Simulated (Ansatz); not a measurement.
# C2HClFSn, SMILES C#[C][Sn]([F])[Cl]: a ladder of methods at one geometry

Run with Ansatz's Python interface.

Contents of `c2hclfsn.xyz`:
```text
6

C     0.07600    0.06810    1.94620
C    -0.20770    0.00090    0.75580
Sn   -0.63800   -0.18370   -1.30260
F     0.26230   -1.81870   -1.95710
Cl    0.31860    1.64460   -2.45580
H     0.23070    0.22480    2.96720
```

`methods.py`:
```python
"""One geometry of C2HClFSn, method by method."""

from pathlib import Path
import warnings

import ansatz as az
import numpy as np

warnings.simplefilter("ignore", az.DeckWarning)

molecule = az.Crystal.molecule_from_extxyz("c2hclfsn.xyz")

base = (
    molecule.calculation()
    .basis(gaussian="def2-SVP")
    .spin("collinear", total=1)
)

print("functional    E (Ha)        dipole (D)   HOMO (eV)  LUMO (eV)")
for name in ["lda", "cam_b3lyp", "pbe0", "hf"]:
    rep = base.functional(name).forces().orbitals().run(runs_dir="runs").report
    lines = Path(rep["orbitals_path"]).read_text().splitlines()
    field_of = lambda key: [line.split("=")[1].strip() for line in lines if line.startswith(key)]
    orbitals = [(27.211386 * float(e), s, float(n)) for e, s, n in zip(field_of("Ene="), field_of("Spin="), field_of("Occup="))]
    homo = max(e for e, _, n in orbitals if n > 0.5)
    lumo = min(e for e, _, n in orbitals if n < 0.5)
    dipole = 4.803205 * np.linalg.norm(rep["charge_distribution"]["dipole_moment_e_ang"])
    print(f"{name:10s} {rep['free_energy_ev'] / 27.211386246:14.6f} {dipole:9.3f} {homo:11.3f} {lumo:10.3f}")
```

`python methods.py` gives:
```text
functional    E (Ha)        dipole (D)   HOMO (eV)  LUMO (eV)
lda           -847.658034     2.839      -6.281     -5.621
cam_b3lyp     -850.759765     3.146      -8.635     -3.606
pbe0          -850.499195     3.167      -7.456     -4.553
hf            -848.298802     3.811     -10.360     -0.858
```

Reading the output:
- Total energies depend on the basis set; only differences at equal settings carry meaning.
- The geometry is a force-field or estimated start, not a minimum of this method, and the basis set is short of its limit. A lower total doesn't mark the better method: functionals have no common bound, and MP2 and coupled cluster aren't variational.
- def2 sets replace the cores of elements past krypton by effective core potentials.
- The species is open-shell (spin multiplicity 2).
- The expectation value of S² is noticeably off S(S+1) in at least one run, so that state is spin-contaminated.
- Levels such as HOMO and LUMO are orbital energies: with these approximate functionals they aren't the ionisation energy and electron affinity, and their gap isn't the fundamental gap.
- Finished in 22 s on 1 thread of Intel(R) Xeon(R) Platinum 8488C (Sapphire Rapids) (shared host), peak memory 0.38 GiB.

(Lines on the test bed's own set-up are left out of the output.)
